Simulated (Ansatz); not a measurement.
# CH₇ClSi₂: up Jacob's ladder to CCSD(T)

One table from this session's results is given with a row withheld; the runs are named, their logs left out.

Program: Ansatz 0.2.0, Gaussian basis. Level of theory: functionals in def2-TZVPP, the program's frozen cores in correlated methods. These are calculated values, not measurements.

Plan: PBE-D4, r2SCAN-D4, PBE0-D4, B3LYP-D4, ωB97X-V, ωB97M-V, B2PLYP; CCSD(T)/def2-TZVPP; MP2/def2-QZVPP; extrapolation to the limit.

## Structure used throughout

All runs share one geometry, relaxed beforehand with PBE0-D4 in a triple-zeta def2 set.

11 atoms, charge 0, spin multiplicity 1.

Atoms are counted from 1 here; the program's logs count them from 0.

Bond lengths: C1–Si2 1.876 Å, C1–H5 1.092 Å, C1–H6 1.092 Å, C1–H7 1.092 Å, Si2–Si3 2.341 Å, Si2–H8 1.489 Å, Si2–H9 1.489 Å, Si3–Cl4 2.067 Å, Si3–H10 1.487 Å, Si3–H11 1.487 Å. Angles: Si2–C1–H5 111.0°, Si2–C1–H6 110.4°, Si2–C1–H7 111.0°, H5–C1–H6 108.1°, H5–C1–H7 108.2°, H6–C1–H7 108.1°, C1–Si2–Si3 111.4°, C1–Si2–H8 110.7°, C1–Si2–H9 110.7°, Si3–Si2–H8 107.8°, Si3–Si2–H9 107.9°, H8–Si2–H9 108.1°, Si2–Si3–Cl4 109.0°, Si2–Si3–H10 112.2°, Si2–Si3–H11 112.3°, Cl4–Si3–H10 107.5°, Cl4–Si3–H11 107.5°, H10–Si3–H11 108.1°.

Set-up of the first run:

File in.yaml:

```yaml
crystal:
  periodic: [false, false, false]
  atoms:
    - {symbol: C, position_ang: [-0.678922, 1.645725, 0.279914]}
    - {symbol: Si, position_ang: [-0.473828, 0.059932, -0.701762]}
    - {symbol: Si, position_ang: [0.951847, -1.442180, 0.388857]}
    - {symbol: Cl, position_ang: [1.133197, -3.151333, -0.758869]}
    - {symbol: H, position_ang: [-1.106885, 1.443842, 1.264141]}
    - {symbol: H, position_ang: [-1.345273, 2.334067, -0.244889]}
    - {symbol: H, position_ang: [0.281897, 2.145308, 0.420845]}
    - {symbol: H, position_ang: [0.103838, 0.342051, -2.044811]}
    - {symbol: H, position_ang: [-1.787063, -0.614930, -0.894171]}
    - {symbol: H, position_ang: [2.316910, -0.884797, 0.579365]}
    - {symbol: H, position_ang: [0.429580, -1.850784, 1.719480]}
basis:
  gaussian: {orbitals: def2-TZVPP}
hamiltonian: {xc: pbe, dispersion: d4}
output: {forces: true, orbitals: {seedname: orbitals}}
```

Launch:

```console
ansatz run in.yaml --threads 4 --pin off --events-out ev --progress --plain --max-ram 10444MiB
```

Steps of the session up to this table: PBE-D4 (GGA); r2SCAN-D4 (meta-GGA); PBE0-D4 (hybrid); B3LYP-D4 (hybrid); ωB97X-V (range-separated); ωB97M-V (range-separated); B2PLYP (double hybrid); CCSD(T) in def2-TZVPP; MP2 in def2-QZVPP.

One table of the session follows, with a row left open; its other results are not shown here.

| method | atomisation energy (kJ/mol) |
| --- | --- |
| PBE-D4 | 3564.8 |
| r2SCAN-D4 | 3578.8 |
| PBE0-D4 | 3554.6 |
| B3LYP-D4 | 3563.3 |
| ωB97X-V | 3597.3 |
| ωB97M-V | 3578.9 |
| B2PLYP | 3519.4 |
| HF/def2-TZVPP | 2747.1 |
| MP2/def2-TZVPP | 3487.3 |
| CCSD/def2-TZVPP | 3452.0 |
| CCSD(T)/def2-TZVPP | ? |
| MP2/CBS | 3577.4 |
| CCSD(T)/CBS | 3577.1 |

Q: Estimate the row for CCSD(T)/def2-TZVPP from the others.

The run gave: atomisation energy (kJ/mol): 3487.1. In the column «atomisation energy (kJ/mol)» it lies between CCSD/def2-TZVPP (3452.0) and MP2/def2-TZVPP (3487.3).
